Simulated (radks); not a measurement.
**Pd²⁺ in [Kr] 4d8: an all-electron calculation**

Aim: the levels, the sizes of the orbitals and the parts of the energy of the palladium ion Pd2+.

The numbers are computed with radks (a radial shooting solver on a logarithmic mesh, Libxc functionals) version 1 (scalar-relativistic Kohn-Sham, SOGGA, spin-polarised, spherical densities, point nucleus; open shells are filled with parallel spins first), except any that are marked as measured or tabulated.

**1. Starting point**

```
element       : palladium (Z = 46)
charge        : +2
electrons     : 44
configuration : [Kr] 4d8
```

The outer shells:

Pd²⁺
```
[Kr] core
4d [↑↓][↑↓][↑↓][↑ ][↑ ]
```

**2. Self-consistent calculation**

Input:

```text
Z 46
configuration [Kr] 4d8
relativity scalar-relativistic
functional sogga,pbe
spin polarised
nucleus point
c 137.035999084
```

**Question.** What will this run give?

**Answer**, as computed:

```
                        quantity                     value
                    total energy       -5042.02531 hartree
exchange-correlation share of it                    2.78 %
                            −T/E                    1.0372
          highest occupied level       4d down, -26.412 eV
    most extended occupied level  4d down, <r> = 1.38 bohr
 radius at density 0.001 e/bohr³                 3.36 bohr
    maxima of the radial density                         4
         ionisation energy, NIST     32.930 (semi-emp.) eV
```

The radial density shows 4 maxima for 4 occupied principal shells. −T/E is 1.037: with relativity the kinetic term as defined here no longer equals −E. Minus the highest eigenvalue, 26.412 eV, is 80 % of the tabulated ionisation energy (32.930 eV); the potential of a semilocal functional falls off too fast, so its top eigenvalue is too shallow. Open shells are spherical and high-spin; term and fine-structure splittings are not resolved.
